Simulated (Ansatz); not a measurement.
## TaV under changes of volume

One of the cells (16.097 Å³/atom); the others are scaled copies at fixed shape and fractional positions:

```
Ta V
1.0
     1.60670   -2.30777    0.00000
     1.60670    2.30777    0.00000
     0.00000    0.00000    4.34136
Ta V
1 1
Cartesian
  0.0000 0.0000 0.0000
  1.6067 0.0000 2.1707
```

The cell comes from a database or a generator and needn't be the stable form of this composition.

* Program: Ansatz 0.2.0
* Functional: PBE
* Potentials or basis: Ansatz PAW
* Cutoff: 420 eV (not typed: the program's choice for these potentials)
* k mesh: 10 × 10 × 6
* Occupations: fermi-dirac, width 0.05 eV
* Spin: collinear spin, ferromagnetic start
* Starting moments: [0.0, 2.0] μB

```tsv
volume (Å³/atom)	energy over the lowest point (meV/atom)	pressure (GPa)
15.132	36.07	12.7
15.453	?	?
15.775	3.70	3.8
16.097	0.00	0.0
16.419	3.63	-3.5
16.741	13.96	-6.7
17.063	30.38	-9.6
```

Q: What does the run at 15.453 Å³/atom give?

A: Energy over the lowest point 15.47 meV/atom; pressure 8.0 GPa.

Worked out: A Birch-Murnaghan fit of order 3 (a polynomial in V^(-2/3)) to the other rows has its minimum at 16.09 Å³/atom with B0 = V·E''(V) = 183 GPa and B' = 3.7 at fixed shape and positions, which overstates the stiffness. It gives 15.49 meV/atom at 15.453 Å³/atom, against the run's 15.47, and -dE/dV = 8.0 GPa, against 8.0.

Energies are extrapolated to zero smearing.

Caveats: the starting moments weren't kept.
